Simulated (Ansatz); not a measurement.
# CH₂BN₃: small, medium and large basis sets

An exercise on one series of results from a longer session: the logs are not shown, and one member is left open.

The runs use Ansatz 0.2.0, Gaussian basis; one geometry, several basis sets.

Plan: PBE0-D4/def2-SVP; ωB97M-V/def2-SVP; PBE0-D4/def2-QZVPP; ωB97M-V/def2-QZVPP; the functionals' def2-TZVPP values are taken from earlier runs.

**The relaxed structure**

All runs share one geometry, relaxed beforehand with PBE0-D4 in a triple-zeta def2 set.

SMILES `NB1N=C=N1`, 7 atoms, charge 0, spin multiplicity 1.

Atoms are counted from 1 here; the program's logs count them from 0.

Bond lengths: N1–B2 1.374 Å, N1–H6 1.005 Å, N1–H7 1.005 Å, B2–N3 1.449 Å, B2–N5 1.449 Å, N3–C4 1.388 Å, C4–N5 1.388 Å. Angles: B2–N1–H6 122.6°, B2–N1–H7 122.6°, H6–N1–H7 114.8°, N1–B2–N3 143.8°, N1–B2–N5 143.8°, N3–B2–N5 72.3°, B2–N3–C4 88.5°, N3–C4–N5 76.1°, B2–N5–C4 88.5°.

Set-up of the first run:

The input, in.yaml:

```yaml
crystal:
  periodic: [false, false, false]
  atoms:
    - {symbol: N, position_ang: [-0.727676, 0.975582, -0.050151]}
    - {symbol: B, position_ang: [0.133310, -0.073400, 0.163495]}
    - {symbol: N, position_ang: [0.211492, -1.447559, 0.617081]}
    - {symbol: C, position_ang: [1.006910, -1.728168, -0.484777]}
    - {symbol: N, position_ang: [1.500514, -0.518515, -0.016468]}
    - {symbol: H, position_ang: [-1.700067, 0.936513, 0.198898]}
    - {symbol: H, position_ang: [-0.424482, 1.855556, -0.428078]}
basis:
  gaussian: {orbitals: def2-SVP}
hamiltonian: {xc: pbe0, dispersion: d4}
output: {orbitals: {seedname: orbitals}}
```

Run with:

```
$ ansatz run in.yaml --threads 2 --pin off --events-out ev --progress --plain --max-ram 4352MiB
```

Steps of the session up to this table: PBE0-D4 in def2-SVP; ωB97M-V in def2-SVP; PBE0-D4 in def2-QZVPP; ωB97M-V in def2-QZVPP.

One table of the session follows, with a row left open; its other results are not shown here.

It belongs to the step «Density functionals: the series». 

| functional | basis | HOMO (eV) |
| --- | --- | --- |
| PBE0-D4 | def2-SVP | -7.29 |
| PBE0-D4 | def2-TZVPP | -7.50 |
| PBE0-D4 | def2-QZVPP | -7.54 |
| ωB97M-V | def2-SVP | -9.59 |
| ωB97M-V | def2-TZVPP | -9.85 |
| ωB97M-V | def2-QZVPP | ? |

**Question.** Estimate the row for ωB97M-V, def2-QZVPP.

**Answer.** HOMO (eV): -9.88. In the column «HOMO (eV)» it is the lowest.
